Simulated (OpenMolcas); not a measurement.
# SnSe (SMILES [Se][Sn]) at 6 levels

Aim: a comparison of 6 runs (HF/STO-3G, HF/3-21G, B3LYP/STO-3G, BLYP/def2-SVP, revPBE/cc-pVTZ-PP, CISD/def2-SVPD) of SnSe. 

The results are computed with OpenMolcas 26.06.

6 further runs of the same task are left out: 2 that didn't finish, 4 set aside as unsound or not needed.

**1. Starting point**

SnSe: 2 atoms, total charge 0, spin state singlet. SMILES: `[Se][Sn]`. Geometry: a GFN2-xTB relaxation, a rough one for these elements and not checked as a minimum.

Bond lengths: Se1–Sn2 2.338 Å.

**2. Energy and forces at HF/STO-3G (run 1)**

Input file coord.xyz:

```xyz
2

Se     0.000000     0.000000     0.000000
Sn     0.000000     0.000000     2.338340
```

Input file job.input:

```
&GATEWAY
 BasLib = $CurrDir
 Coord = coord.xyz
 Basis = STO-3G
 Group = NoSym

&SEWARD

&SCF
 Thresholds = 1e-10 1e-07 1e-07 1e-05
 PrOrbitals = 0

&ALASKA
```

The basis set STO-3G is read from a file made from the Basis Set Exchange's data (not shown).

The run is started by

```bash
$ export MOLCAS_MEM=1860
$ pymolcas job.input > job.log
```

Output:

```text
--- Start Module: gateway ---
[...]
--- Stop Module: gateway /rc=_RC_ALL_IS_WELL_ ---
[...]
      Basis functions           45
[...]
--- Start Module: scf ---
[...]
       Convergence after  11 Iterations
[...]
::    Total SCF energy                              -8336.8690973762
[...]
      Total spin, S                                     0.0000000000
[...]
      Total electronic charge=   84.000000
      Total            charge=   -0.000000
[...]
      Dipole Moment (debye):
      Origin of the operator (angstrom)=    0.0000    0.0000    1.4031
                   X=  3.0037E-15               Y= -3.6577E-16               Z=  3.6381E+00           Total=  3.6381E+00
      Quadrupole Moment (debye*angstrom):
[...]
--- Stop Module: scf /rc=_RC_ALL_IS_WELL_ ---
--- Start Module: alaska ---
[...]
 *              Molecular gradients               *
 **************************************************
  Irreducible representation: a
 ------------------------------------------------------------------------------------------
                              X                       Y                       Z
 ------------------------------------------------------------------------------------------
  SE1               2.30818869001015E-16   -1.38385550202741E-16   -5.66465209878544E-02
  SN2              -2.30818869001015E-16    1.38385550202740E-16    5.66465209878828E-02
 ------------------------------------------------------------------------------------------
--- Stop Module: alaska /rc=_RC_ALL_IS_WELL_ ---
[...]
```

Wall time 2.9 s (1 thread of Arm Neoverse V1, shared host); peak memory 0.38 GiB.

**3. Energy and gradient at HF/3-21G (run 2)**

Input file mol.input:

```
* SeSn Hartree-Fock
&gateway
baslib=$CurrDir
coord
2
angstrom
Se       0.000000       0.000000       0.000000
Sn       0.000000       0.000000       2.338340
basis=3-21G
group=NoSym
&seward
&scf
thresholds=1e-10 1e-07 1e-07 1e-05
prorbitals=1 2
&alaska
```

The basis set 3-21G is read from a file made from the Basis Set Exchange's data (not shown).

The run is started by

```bash
$ export MOLCAS_MEM=1860
$ pymolcas mol.input > mol.log
```

Output:

```text
--- Start Module: gateway ---
[...]
--- Stop Module: gateway /rc=_RC_ALL_IS_WELL_ ---
[...]
      Basis functions           53
[...]
--- Start Module: scf ---
[...]
       Convergence after  11 Iterations
[...]
::    Total SCF energy                              -8384.7999599952
[...]
      Total spin, S                                     0.0000000000
[...]
      Total electronic charge=   84.000000
      Total            charge=   -0.000000
[...]
      Dipole Moment (debye):
      Origin of the operator (angstrom)=    0.0000    0.0000    1.4031
                   X=  2.2082E-15               Y=  3.3073E-15               Z=  3.8049E+00           Total=  3.8049E+00
      Quadrupole Moment (debye*angstrom):
[...]
--- Stop Module: scf /rc=_RC_ALL_IS_WELL_ ---
--- Start Module: alaska ---
[...]
 *              Molecular gradients               *
 **************************************************
  Irreducible representation: a
 ------------------------------------------------------------------------------------------
                              X                       Y                       Z
 ------------------------------------------------------------------------------------------
  SE1              -6.62292619304570E-16    4.80098852282615E-18    2.00301345788745E-02
  SN2               6.62292619304563E-16   -4.80098852282358E-18   -2.00301345788176E-02
 ------------------------------------------------------------------------------------------
--- Stop Module: alaska /rc=_RC_ALL_IS_WELL_ ---
[...]
```

Wall time 3.3 s (1 thread of Arm Neoverse V1, shared host); peak memory 0.38 GiB.

Runs 3 to 5 aren't shown in full; the table further down has their settings and results.

**4. A single-point energy at CISD/def2-SVPD (core potential) (run 6)**

Input file mol.input:

```
>>> EXPORT MOLCAS_PRINT=2

&GATEWAY
 BasLib
 $CurrDir
 Coord
 2
 angstrom
 Se       0.000000       0.000000       0.000000
 Sn       0.000000       0.000000       2.338340
 Basis
 def2-SVPD
 Group
 NoSym

&SEWARD

&SCF
 PrOrbitals
 0

&MOTRA
 Frozen
 13

&GUGA
 Electrons
 30
 Spin
 1
 Inactive
 15
 Active
 0
 CIAll
 1

&CPF
 SDCI
```

The basis set def2-SVPD is read from a file made from the Basis Set Exchange's data (not shown).

The run is started by

```bash
$ export MOLCAS_MEM=1860
$ pymolcas mol.input > mol.log
```

Output:

```text
--- Start Module: gateway ---
[...]
--- Stop Module: gateway /rc=_RC_ALL_IS_WELL_ ---
[...]
      Basis functions           73
[...]
       Convergence after  12 Iterations
[...]
::    Total SCF energy                              -2612.9523512052
[...]
      Total spin, S                                     0.0000000000
[...]
      *** WARNING: Default frozen orbitals is overwritten by user input.
      *** Default values:  14
[...]
--- Start Module: guga ---
[...]
--- Stop Module: guga /rc=_RC_ALL_IS_WELL_ ---
--- Start Module: cpf ---
[...]
      Active orbitals                            0       0
[...]
      Spin quantum number                      0.0
[...]
     FINAL CI ENERGY         -2613.25185541
     FINAL CORRELATION ENERGY   -0.29950421  REFERENCE ENERGY   -2612.95235121
[...]
     REL. CI ENERGY          -2613.25185541
[...]
      Total electronic charge=   56.000000
      Total            charge=    0.000000
[...]
      Dipole Moment (debye):
      Origin of the operator (angstrom)=    0.0000    0.0000    1.4031
                   X=  2.2638E-15               Y=  4.4738E-15               Z=  3.3960E+00           Total=  3.3960E+00
      Quadrupole Moment (debye*angstrom):
[...]
--- Stop Module: cpf /rc=_RC_ALL_IS_WELL_ ---
[...]
```

Run time: 10 s. Hardware: 1 thread of Arm Neoverse V1, shared host; peak memory 0.42 GiB.

**5. Overview of the runs**

```
run                                                       level  integration grid  integral approximation   energy (Eh)  dipole moment (D) of the reference  HOMO energy (eV)  LUMO energy (eV)  wall time
  1                                                   HF/STO-3G                 –                    none  -8336.869097                                3.64             -5.77              4.29      2.9 s
  2                                                    HF/3-21G                 –                    none  -8384.799960                                3.80             -9.02             -0.02      3.3 s
  3                                                B3LYP/STO-3G         UltraFine                    none  -8340.199283                                2.33             -3.73              0.87      5.1 s
  4                              BLYP/def2-SVP (core potential)         UltraFine                    none  -2615.607098                                2.36             -5.83             -2.95      8.1 s
  5  revPBE/cc-pVTZ-PP (Cholesky decomposition, core potential)                 –               CD medium   -587.656120                                2.68             -6.01             -3.09      7.2 s
  6                             CISD/def2-SVPD (core potential)                 –                    none  -2613.251855                                3.96             -9.08             -0.03       10 s
```

**6. Outcome**

| quantity | value |
| --- | --- |
| run 6: total energy | -2613.25186 Eh |
| run 6: dipole moment (mean-field density) | 3.96 D |
| run 6: HOMO energy (Hartree–Fock orbitals) | -9.08 eV |
| run 6: LUMO energy (Hartree–Fock orbitals) | -0.03 eV |
| run 6: HOMO–LUMO gap (Hartree–Fock orbitals) | 9.05 eV |
| run 6: correlation energy (13 core orbitals frozen) | -299.5 mEh |

What this shows: Over runs 1, 2, 3, 4, 5 the dipole moment (its size) runs from 2.33 D (B3LYP/STO-3G) to 3.80 D (HF/3-21G). The two ends differ in method and basis. Over runs 1, 2, 3, 4, 5 the HOMO–LUMO gap runs from 2.88 eV (BLYP/def2-SVP) to 10.05 eV (HF/STO-3G). The two ends differ in method and basis and core potential. Totals of different functionals can't be ranked against each other. Some runs of one species differ in core potentials or relativity; totals across that change don't compare. In runs 1, 3 the basis is minimal, so the values are rough. In runs 1, 2, 3 relativity is left out where basis or elements ask for it. All runs together took 37 s, the longest 10 s.
